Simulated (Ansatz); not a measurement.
# CH3BClF, SMILES CB(F)Cl: a short molecular-dynamics run

Computed with Ansatz 0.2.0, Python API.

Run as a notebook:

In [1]:
```python
import ansatz as az
from ase import Atoms
import numpy as np
```

In [2]:
```python
atoms = Atoms(['C', 'B', 'F', 'Cl', 'H', 'H', 'H'], positions=[
    (-0.0493, 0.6945, -0.0934),
    (0.159, -0.8039, 0.1726),
    (1.146, -1.1978, 1.1058),
    (-0.7514, -2.0764, -0.7082),
    (-0.9056, 0.8516, -0.872),
    (-0.3956, 1.2556, 0.8378),
    (0.858, 1.2085, -0.4883),
])
mol = az.Crystal.molecule_from_ase(atoms)
```

In [3]:
```python
job = (
    mol.calculation()
    .basis(gaussian='6-31G*')
    .functional('b3lyp', dispersion='d3bj')
    .md('nvt_nose_hoover', timestep=0.25, steps=30, temperature=200, initial_velocities='maxwell_boltzmann', seed=85, thermostat_time=10)
)
frames = []
done = job.session().plan().execute(on_event=lambda e: frames.append(e['data']) if e['event'] == 'md_step' else None)
print('t (fs)   E_pot (eV)      E_kin (eV)   T (K)   d(0-1) (A)')
for f in frames[::3]:
    xyz = np.array(f['positions_ang'])
    print(f'{f["time_fs"]:6.2f} {f["lagrangian_ev"]:14.5f} {f["e_kin_ev"]:10.5f} {f["temperature_k"]:8.1f} {np.linalg.norm(xyz[0] - xyz[1]):9.4f}')
kept = np.array([f['conserved_ev'] for f in frames])
print(f'conserved energy moves by at most {1000 * np.ptp(kept):.3f} meV')
```
```text
t (fs)   E_pot (eV)      E_kin (eV)   T (K)   d(0-1) (A)
  0.00   -17004.71209    0.12926    200.0    1.5360
  0.75   -17004.75409    0.17102    264.6    1.5302
  1.50   -17004.80559    0.22143    342.6    1.5264
  2.25   -17004.83658    0.24932    385.8    1.5245
  3.00   -17004.82826    0.23555    364.5    1.5243
  3.75   -17004.79557    0.19624    303.6    1.5254
  4.50   -17004.78131    0.17506    270.9    1.5273
  5.25   -17004.81146    0.19692    304.7    1.5297
  6.00   -17004.86508    0.23898    369.8    1.5325
  6.75   -17004.90113    0.25927    401.2    1.5354
  7.50   -17004.89905    0.23874    369.4    1.5386
conserved energy moves by at most 0.645 meV
```

Reading the output:
- Total energies depend on the basis set; only differences at equal settings carry meaning.
- The trajectory is only some femtoseconds long, so its temperature is not equilibrated; where the script doesn't relax first, it starts from a rough generated geometry.
- b3lyp holds the VWN-RPA fit, as in Gaussian; the form of ORCA and Turbomole is b3lyp5.
- The temperature counts the internal degrees of freedom alone.
- Wall time of the script: 63 s on 1 thread of Arm Neoverse V2 (shared host), peak memory 0.2 GiB.
